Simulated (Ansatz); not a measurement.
# MoS2: elastic constants

Aim: the elastic tensor from the stress of slightly strained cells, and the moduli that follow. Runs: cell and atoms relaxed (PAW); reference run (PAW and LAPW); cell relaxed at 2 GPa (PAW); at 2 GPa (PAW).

Computed with Ansatz 0.2.0 (DFT PBEsol, frozen-core PAW and all-electron LAPW, scalar-relativistic unless said, unless a step's input says otherwise).

## (1) Starting point

Symmetry: P6_3/mmc, No. 194, hexagonal system. Conventional cell: a = 3.169 Å, b = 3.169 Å, c = 12.324 Å, α = 90.00°, β = 90.00°, γ = 120.00°. Around Mo (site symmetry -6m2) lie 6 S at 2.41 Å. S (site symmetry 3m) has 3 Mo at 2.41 Å as nearest neighbours.

Coordinates:

```cif
data_structure
_symmetry_space_group_name_H-M 'P 1'
_symmetry_Int_Tables_number 1
_cell_length_a 3.1690
_cell_length_b 3.1690
_cell_length_c 12.3240
_cell_angle_alpha 90.000
_cell_angle_beta 90.000
_cell_angle_gamma 120.000
_cell_volume 107.18
loop_
_atom_site_label
_atom_site_type_symbol
_atom_site_fract_x
_atom_site_fract_y
_atom_site_fract_z
_atom_site_occupancy
Mo1 Mo 0.33333 0.66667 0.25000 1
Mo2 Mo 0.66667 0.33333 0.75000 1
S1 S 0.33333 0.66667 0.62300 1
S2 S 0.66667 0.33333 0.12300 1
S3 S 0.33333 0.66667 0.87700 1
S4 S 0.66667 0.33333 0.37700 1
```

Cartesian axes are those of the input's lattice vectors. The structure goes back to a database entry.

## (2) Cell and atoms relaxed, PAW

Input file input.yaml:

```yaml
crystal:
  lattice:
    - [3.169, 0.0, 0.0]
    - [-1.5845, 2.7444345046, 0.0]
    - [0.0, 0.0, 12.324]
  atoms:
    - { symbol: Mo, position: [0.333333333333, 0.666666666667, 0.25] }
    - { symbol: Mo, position: [0.666666666667, 0.333333333333, 0.75] }
    - { symbol: S, position: [0.333333333333, 0.666666666667, 0.623] }
    - { symbol: S, position: [0.666666666667, 0.333333333333, 0.123] }
    - { symbol: S, position: [0.333333333333, 0.666666666667, 0.877] }
    - { symbol: S, position: [0.666666666667, 0.333333333333, 0.377] }
kpoints:
  mp_grid: { grid: [12, 12, 4] }
scf:
  occupations: { method: fermi_dirac, width: 0.1 }
hamiltonian:
  xc: pbesol
  pseudopotentials: { kind: paw }
relax:
  f_tol: 0.002
  max_steps: 80
  cell: {}
output:
  forces: true
  stress: true
  write_density: true
  write_potential: true
  elf: true
  volumetric_format: npy
```

Command:

```sh
ansatz run input.yaml --threads 2 --pin off --max-ram 6144MiB --backend cpu --events-out ev --progress --plain --runs-dir out
```

## (4) Reference run, PAW

Input file input.yaml:

```yaml
crystal:
  lattice:
    - [3.14145933786, 0.0, 0.0]
    - [-1.57072966893, 2.72058359154, 0.0]
    - [0.0, 0.0, 12.57149062888]
  atoms:
    - { symbol: Mo, position: [0.333333333333, 0.666666666667, 0.25] }
    - { symbol: Mo, position: [0.666666666667, 0.333333333333, 0.75] }
    - { symbol: S, position: [0.333333333333, 0.666666666667, 0.625991257237] }
    - { symbol: S, position: [0.666666666667, 0.333333333333, 0.125991257237] }
    - { symbol: S, position: [0.333333333333, 0.666666666667, 0.874008742763] }
    - { symbol: S, position: [0.666666666667, 0.333333333333, 0.374008742763] }
kpoints:
  mp_grid: { grid: [8, 8, 2] }
scf:
  occupations: { method: fixed }
hamiltonian:
  xc: pbesol
  pseudopotentials: { kind: paw }
elastic:
  mode: relaxed_ion
  stencil: two_point
  amplitude: 0.003
```

## (5) Reference run, LAPW

input.yaml, as its differences from that of step 4:

```diff
@@ -18,3 +18,3 @@
   xc: pbesol
-  pseudopotentials: { kind: paw }
+  pseudopotentials: { kind: all_electron, lapw: { basis_error: 0.001 } }
 elastic:
```

## (6) Cell relaxed at 2 GPa, PAW

input.yaml, as its differences from that of step 5:

```diff
@@ -18,6 +18,9 @@
   xc: pbesol
-  pseudopotentials: { kind: all_electron, lapw: { basis_error: 0.001 } }
-elastic:
-  mode: relaxed_ion
-  stencil: two_point
-  amplitude: 0.003
+  pseudopotentials: { kind: paw }
+relax:
+  f_tol: 0.002
+  max_steps: 80
+  cell: { p_target: 2 }
+output:
+  forces: true
+  stress: true
```

## (8) At 2 GPa, PAW

Input file input.yaml:

```yaml
crystal:
  lattice:
    - [3.12459995745, 0.0, 0.0]
    - [-1.56229997872, 2.70598293981, 0.0]
    - [0.0, 0.0, 12.00626861561]
  atoms:
    - { symbol: Mo, position: [0.333333333333, 0.666666666667, 0.25] }
    - { symbol: Mo, position: [0.666666666667, 0.333333333333, 0.75] }
    - { symbol: S, position: [0.333333333333, 0.666666666667, 0.619960783986] }
    - { symbol: S, position: [0.666666666667, 0.333333333333, 0.119960783986] }
    - { symbol: S, position: [0.333333333333, 0.666666666667, 0.880039216014] }
    - { symbol: S, position: [0.666666666667, 0.333333333333, 0.380039216014] }
kpoints:
  mp_grid: { grid: [8, 8, 2] }
scf:
  occupations: { method: fixed }
hamiltonian:
  xc: pbesol
  pseudopotentials: { kind: paw }
elastic:
  mode: relaxed_ion
  stencil: two_point
  amplitude: 0.003
```

(Steps that only read results are left out.)

**Question.** What will these runs give? Wanted: C11; C12; C13; C33; C44; bulk, shear and Young's modulus; Debye temperature from sound speeds; universal anisotropy index.

As calculated:

| quantity | value |
| --- | --- |
| C11 (PAW) | 225 GPa |
| C12 (PAW) | 54 GPa |
| C13 (PAW) | 5 GPa |
| C33 (PAW) | 22 GPa |
| C44 (PAW) | 11 GPa |
| bulk, shear and Young's modulus | 43, 34, 80 GPa |
| Debye temperature from sound speeds | 252 K |
| universal anisotropy index | 10.62 |

In words: All eigenvalues are positive, so the crystal is mechanically stable; by PAW K = 43 and G = 34 GPa, K/G = 1.28, on the brittle side of Pugh's rough line at 1.75, which was drawn for metals. Young's modulus runs from 21 to 211 GPa with direction. At 2 GPa K rises to 67 GPa. Cautions: frozen-core PAW files fitted under PBE, their cores solved anew for the functional of the run; no dispersion correction, so the spacing and stiffness between layers or molecules are poor.
